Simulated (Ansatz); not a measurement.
**C2H4AlFS: a ladder of functionals and wavefunction methods**

The task here is to estimate one member of a computed series from the others.

Method: functionals in def2-TZVPP, the program's frozen cores in correlated methods; program: Ansatz 0.2.0, Gaussian basis.

Levels to be run: PBE-D4, r2SCAN-D4, PBE0-D4, B3LYP-D4, ωB97X-V, ωB97M-V, B2PLYP; CCSD(T)/def2-TZVPP; MP2/def2-QZVPP; extrapolation to the limit.

## The relaxed structure

The geometry comes from an earlier relaxation with PBE0-D4 in a triple-zeta def2 set; it is a stationary point, not always the lowest conformer.

SMILES `[CH3][Al]1[S][CH]1F`, 9 atoms, charge 0, spin multiplicity 1.

Atoms are counted from 1 here; the program's logs count them from 0.

Bond lengths: C1–Al2 1.933 Å, C1–H6 1.092 Å, C1–H7 1.093 Å, C1–H8 1.093 Å, Al2–S3 2.126 Å, Al2–C4 1.930 Å, S3–C4 1.888 Å, C4–F5 1.379 Å, C4–H9 1.088 Å. Angles: Al2–C1–H6 111.2°, Al2–C1–H7 110.8°, Al2–C1–H8 110.2°, H6–C1–H7 108.6°, H6–C1–H8 108.3°, H7–C1–H8 107.6°, C1–Al2–S3 148.7°, C1–Al2–C4 155.9°, S3–Al2–C4 55.2°, Al2–S3–C4 57.1°, Al2–C4–S3 67.7°, Al2–C4–F5 120.7°, Al2–C4–H9 128.5°, S3–C4–F5 112.1°, S3–C4–H9 109.7°, F5–C4–H9 108.0°.

The first run:

Input file in.yaml:

```yaml
crystal:
  periodic: [false, false, false]
  atoms:
    - {symbol: C, position_ang: [-1.003018, -0.853801, -1.328532]}
    - {symbol: Al, position_ang: [0.163435, -0.209201, 0.071777]}
    - {symbol: S, position_ang: [1.945389, -0.448113, 1.206324]}
    - {symbol: C, position_ang: [0.798093, 1.038767, 1.400223]}
    - {symbol: F, position_ang: [1.406879, 2.217409, 1.024246]}
    - {symbol: H, position_ang: [-0.681271, -1.831631, -1.691636]}
    - {symbol: H, position_ang: [-2.031669, -0.936810, -0.969205]}
    - {symbol: H, position_ang: [-1.002106, -0.156622, -2.170676]}
    - {symbol: H, position_ang: [0.492869, 1.133902, 2.440279]}
basis:
  gaussian: {orbitals: def2-TZVPP}
hamiltonian: {xc: pbe, dispersion: d4}
output: {forces: true, orbitals: {seedname: orbitals}}
```

On the command line:

```console
$ ansatz run in.yaml --threads 4 --pin off --events-out ev --progress --plain --max-ram 10444MiB
```

Among the steps run: PBE-D4 (GGA); r2SCAN-D4 (meta-GGA); PBE0-D4 (hybrid); B3LYP-D4 (hybrid); ωB97X-V (range-separated); ωB97M-V (range-separated); B2PLYP (double hybrid); CCSD(T) in def2-TZVPP; MP2 in def2-QZVPP.

One table of the session follows, with a row left open; its other results are not shown here.

It belongs to the step «Atomisation energies». 

```
            method  atomisation energy (kcal/mol)
            PBE-D4                          789.6
         r2SCAN-D4                          774.7
           PBE0-D4                          771.7
          B3LYP-D4                          762.9
           ωB97X-V                          769.9
           ωB97M-V                          771.0
            B2PLYP                          756.2
     HF/def2-TZVPP                              ?
    MP2/def2-TZVPP                          762.9
   CCSD/def2-TZVPP                          728.5
CCSD(T)/def2-TZVPP                          743.6
           MP2/CBS                          785.9
       CCSD(T)/CBS                          766.7
```

Q: Estimate the row for HF/def2-TZVPP from the others.

**Answer.** atomisation energy (kcal/mol): 542.9. In the column «atomisation energy (kcal/mol)» it is the lowest.
